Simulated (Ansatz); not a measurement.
C3H7FGe, SMILES F/C=C/[CH2][GeH3], a ladder of methods at one geometry

Program: Ansatz 0.2.0, Python API.

The cells in order, each with its output:

**Cell 1**
```python
from pathlib import Path

import ansatz
from ase import Atoms
import numpy as np

BASIS_SET = 'def2-SVP'
```

**Cell 2**
```python
atoms = Atoms(['F', 'C', 'C', 'C', 'Ge', 'H', 'H', 'H', 'H', 'H', 'H', 'H'], positions=[
    (3.0425, 0.6019, -0.1571),
    (1.8081, 0.2528, 0.2896),
    (0.9971, -0.4747, -0.4847),
    (-0.3652, -0.8972, -0.0198),
    (-1.5693, 0.6346, 0.0618),
    (1.4938, 0.5708, 1.2791),
    (1.3427, -0.7963, -1.4628),
    (-0.2992, -1.3752, 0.9806),
    (-0.7859, -1.6337, -0.7358),
    (-2.976, 0.1589, 0.5058),
    (-1.6615, 1.2907, -1.3394),
    (-1.0272, 1.6674, 1.0826),
])
c3h7fge = ansatz.Crystal.molecule_from_ase(atoms)
```

**Cell 3**
```python
model = c3h7fge.calculation().basis(gaussian=BASIS_SET)
```

**Cell 4**
```python
print('functional    E (Ha)        dipole (D)   HOMO (eV)  LUMO (eV)')
for name in ['cam_b3lyp', 'r2scan0', 'hse06', 'lda']:
    summary = model.functional(name).forces().orbitals().run(threads=1, runs_dir='runs').report
    lines = Path(summary['orbitals_path']).read_text().splitlines()
    field_of = lambda key: [line.split('=')[1].strip() for line in lines if line.startswith(key)]
    orbitals = [(27.211386 * float(e), s, float(n)) for e, s, n in zip(field_of('Ene='), field_of('Spin='), field_of('Occup='))]
    homo = max(e for e, _, n in orbitals if n > 0.5)
    lumo = min(e for e, _, n in orbitals if n < 0.5)
    dipole = 4.803205 * np.linalg.norm(summary['charge_distribution']['dipole_moment_e_ang'])
    print(f'{name:10s} {summary["free_energy_ev"] / 27.211386246:14.6f} {dipole:9.3f} {homo:11.3f} {lumo:10.3f}')
```
Output:
```text
functional    E (Ha)        dipole (D)   HOMO (eV)  LUMO (eV)
cam_b3lyp    -2294.928330     1.565      -8.195      1.424
r2scan0      -2294.738195     1.632      -7.092      0.297
hse06        -2294.394137     1.544      -6.519     -0.173
lda          -2289.985554     1.402      -5.832     -0.966
```

Notes:
- Total energies depend on the basis set; only differences at equal settings carry meaning.
- The geometry is a force-field or estimated start, not a minimum of this method, and the basis set is short of its limit. A lower total doesn't mark the better method: functionals have no common bound, and MP2 and coupled cluster aren't variational.
- Levels such as HOMO and LUMO are orbital energies: with these approximate functionals they aren't the ionisation energy and electron affinity, and their gap isn't the fundamental gap.
- hse06 follows the composition of plane-wave codes, whose totals differ by tens of mHa, up to about 0.1 Ha, from the form usual in Gaussian-basis programs (wpbeh).
- It ran for 27 s on 1 thread of Arm Neoverse V2, with other jobs on the host, peak memory 0.4 GiB.
